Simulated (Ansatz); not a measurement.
# CH₄Ge+ (doublet): wave-function methods side by side, cc-pVTZ

Aim: climb from Hartree-Fock through coupled cluster for CH₄Ge+ (doublet) at one geometry and basis, and see what each rung misses.

Computed with Ansatz 0.2.0, Gaussian basis. Level: cc-pVTZ, core rule «outside noble gas», up to 15 orbitals frozen.

The runs, in order: UHF; CCSD(T) on ROHF; CCSD(T) on UHF; BCCD(T) on ROHF; CCSDT(Q) on ROHF; CCSDT(Q) on UHF.

4 further runs of the same task are left out: 4 set aside as unsound or not needed.

## Step 1: The geometry

The geometry is a PBE0/def2-TZVP stationary point (not a proven minimum) of the parent state, kept for this charge and spin. No spin-orbit coupling is included. The filled d shell of Ge may be among the frozen orbitals whatever the setting's name suggests; the logs give the count.

6 atoms, charge 1, spin multiplicity 2.

Atoms are counted from 1 here; the program's logs count them from 0.

Bond lengths: Ge1–C2 1.900 Å, Ge1–H3 1.541 Å, Ge1–H4 1.538 Å, Ge1–H5 1.538 Å, C2–H6 1.082 Å. Angles: C2–Ge1–H3 109.8°, C2–Ge1–H4 109.6°, C2–Ge1–H5 109.6°, H3–Ge1–H4 109.4°, H3–Ge1–H5 109.4°, H4–Ge1–H5 109.0°, Ge1–C2–H6 147.0°.

## Step 2: UHF

The input, in.yaml:

```yaml
crystal:
  periodic: [false, false, false]
  atoms:
    - {symbol: Ge, position_ang: [0.000000, 0.010692, 0.271396]}
    - {symbol: C, position_ang: [0.000000, -0.110084, -1.624423]}
    - {symbol: H, position_ang: [0.000001, 1.490409, 0.700986]}
    - {symbol: H, position_ang: [1.251558, -0.684470, 0.832348]}
    - {symbol: H, position_ang: [-1.251558, -0.684469, 0.832348]}
    - {symbol: H, position_ang: [0.000000, 0.419749, -2.567788]}
basis:
  gaussian: {orbitals: cc-pVTZ}
total_charge: 1
magnetization: {spin_polarized: true, initial_magnetization: 1}
hamiltonian: {xc: hf}
output: {orbitals: {seedname: orbitals}}
```

On the command line:

```console
> ansatz run in.yaml --threads 1 --pin off --events-out ev --progress --plain --max-ram 4096MiB --backend cpu
```

After this run come: CCSD(T) on ROHF; CCSD(T) on UHF; BCCD(T) on ROHF; CCSDT(Q) on ROHF; CCSDT(Q) on UHF.

**Question.** What will the summary of the whole plan be? Wanted: UCCSDT(Q) below the RHF energy; RMP2 from UCCSDT(Q); UMP2 from UCCSDT(Q); RCCSD from UCCSDT(Q); RCCSD(T) from UCCSDT(Q); UCCSD(T) from UCCSDT(Q); RCCSDT(Q) from UCCSDT(Q); T1 diagnostic.

As calculated:

| quantity | value |
| --- | --- |
| UCCSDT(Q) below the RHF energy | -7.3736 eV |
| RMP2 from UCCSDT(Q) | +33.99 kcal/mol |
| UMP2 from UCCSDT(Q) | +33.96 kcal/mol |
| RCCSD from UCCSDT(Q) | +6.66 kcal/mol |
| RCCSD(T) from UCCSDT(Q) | +1.40 kcal/mol |
| UCCSD(T) from UCCSDT(Q) | +1.39 kcal/mol |
| RCCSDT(Q) from UCCSDT(Q) | +0.10 kcal/mol |
| levels within 1 kcal/mol (43 meV) | RCCSDT, UCCSDT, RCCSDT(Q) |
| T1 diagnostic | 0.034 |

RCCSD(T) misses by +1.40 kcal/mol, 0.8 % of the correlation energy. These misses are within one basis, not against nature; the frozen cores of restricted and unrestricted runs differ, which can shift their rows.
